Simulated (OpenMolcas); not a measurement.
# Au⁴⁺ among point charges: CASSCF and CASPT2 levels and susceptibility

Aim: the splitting of the states of Au⁴⁺ in the field of 4 point charges, its lowest levels with spin-orbit coupling and its magnetic susceptibility.

Program: OpenMolcas 26.06. Level of theory: state-averaged CASSCF and CASPT2, spin-orbit coupling by RASSI with atomic mean-field integrals. These are calculated values, not measurements, unless marked.

## 1. What is computed

| Quantity | Value |
| --- | --- |
| Species | Au⁴⁺ (gold, Z = 79, 75 electrons) |
| Basis | ANO-RCC-VDZP [7s6p4d2f], 59 functions |
| Scalar Hamiltonian | DKH2, point nucleus |
| Inactive shells | 1s 2s 2p 3s 3p 3d 4s 4p 4d 4f 5s 5p |
| Active space | 7 electrons in 5 orbitals (5d) |
| Some configurations of this space | 5d⁷ |
| Orbitals | optimised for each spin and parity, averaged over all roots |

The outer shells:

5d7
```
5d [↑↓][↑↓][↑ ][↑ ][↑ ]
```

The ion sits among 4 point charges of -2.5 e arranged as a tetrahedron (Td), 1.93 Å from the ion.

Each step is its own input file, run in one work folder so that later steps find the files of earlier ones. Labels, J, g values, rates, χT and fits are worked out afterwards by a script from the matrices that RASSI stores.

## 2. Basis and integrals

The input, a.inp:

```
&GATEWAY
Coord
1

Au 0.0 0.0 0.0
Basis=ANO-RCC-VDZP
Group=NoSym
NoMove
AngMom=0.0 0.0 0.0
AMFI
XField
4 Angstrom 0
1.114286 1.114286 1.114286 -2.500000
1.114286 -1.114286 -1.114286 -2.500000
-1.114286 1.114286 -1.114286 -2.500000
-1.114286 -1.114286 1.114286 -2.500000
&SEWARD
```

Started as:

```bash
$ OMP_NUM_THREADS=1 MOLCAS_MEM=1689 MOLCAS_PROJECT=a pymolcas a.inp > a.log
```

## 3. CASSCF: quartets, 10 roots

The input, a.inp:

```
&RASSCF
FileOrb=start.orb
Symmetry=1
Spin=4
nActEl=7 0 0
Inactive=34
Ras2=5
CIRoot=10 10 1
SDav=10
CIMx=300
Iter=120 100
PrWF=0.3
OrbListing=Nothing
MaxOrb=0
>>> COPY $Project.JobIph JOB001
```

start.orb holds the contracted functions of the basis, ordered by shell, or the orbitals of the step before.

## 4. CASSCF: doublets, 40 roots

The input, a.inp:

```
&RASSCF
FileOrb=start.orb
Symmetry=1
Spin=2
nActEl=7 0 0
Inactive=34
Ras2=5
CIRoot=40 40 1
SDav=40
CIMx=300
Iter=120 100
PrWF=0.3
OrbListing=Nothing
MaxOrb=0
>>> COPY $Project.JobIph JOB002
```

## 5. RASSI: spin-orbit coupling between the states

The input, a.inp:

```
&RASSI
NrOfJobIphs=2 10 40
1 2 3 4 5 6 7 8 9 10
1 2 3 4 5 6 7 8 9 10 11 12 13 14 15 16 17 18 19 20 21 22 23 24 25 26 27
28 29 30 31 32 33 34 35 36 37 38 39 40
IphNames
JOB001
JOB002
EJob
SpinOrbit
DIPRint=1.0
SOCoupling=1000.0
Subsets=2
Property=9
'ANGMOM' 1 'ANGMOM' 2 'ANGMOM' 3 'MLTPL  1' 1 'MLTPL  1' 2 'MLTPL  1' 3
'AMFI' 1 'AMFI' 2 'AMFI' 3
SOProperty=3
'ANGMOM' 1 'ANGMOM' 2 'ANGMOM' 3
```

## 6. CASPT2: IPEA 0.25, imaginary shift 0.1 (closed shells correlated: 4f 5s 5p)

The input, a.inp:

```
>>> COPY JOB001 $Project.JobIph
&CASPT2
Multistate=10 1 2 3 4 5 6 7 8 9 10
NoMult
Frozen=23
IPEA=0.25
Imaginary=0.1
MaxIter=60
WThr=0.0 0.3 0.05
PrWF=0.5
NoMix
>>> COPY JOB002 $Project.JobIph
&CASPT2
Multistate=40 1 2 3 4 5 6 7 8 9 10 11 12 13 14 15 16 17 18 19 20 21 22
23 24 25 26 27 28 29 30 31 32 33 34 35 36 37 38 39 40
NoMult
Frozen=23
IPEA=0.25
Imaginary=0.1
MaxIter=60
WThr=0.0 0.3 0.05
PrWF=0.5
NoMix
```

(Steps that only read results are left out.)

**Question.** What will these runs give? Wanted: spin-free ground state; first state of the same spin within the active space; lowest level; next level.

As calculated:

| quantity | value |
| --- | --- |
| method | SS-CASPT2, IPEA 0.25, imaginary shift 0.1 (closed shells correlated: 4f 5s 5p) |
| spin-free ground state | 4A2, 1-fold in its orbital part |
| first state of the same spin within the active space | 4T2 at 3910 cm⁻¹ |
| lowest level | 4-fold Γ8 |
| next level | 2003.9 cm⁻¹ |
| χT at 300 K | 4.14 cm³ K/mol |
| effective moment at 300 K | 5.76 μB |

Cost by method:

| method | time of its own steps | time with the reference |
| --- | --- | --- |
| A. CASSCF | 11 s | 11 s |
| B. SS-CASPT2, IPEA 0.25, imaginary shift 0.1, +4f 5s 5p | 11 s | 21 s |

Times are of one thread on a shared host.

What this shows: The spin-free ground state (4A2) comes to 100 % from free-ion F terms and keeps the highest spin of the shell. χT at 300 K is 4.14, against 1.88 cm³ K/mol for the spin alone, so orbital moment adds to it. CASPT2 does not keep the components of a term degenerate, and the means are used. The field of point charges can differ much from that of real complexes. Point charges carry no covalency, so the field is a model and not that of real ligands.
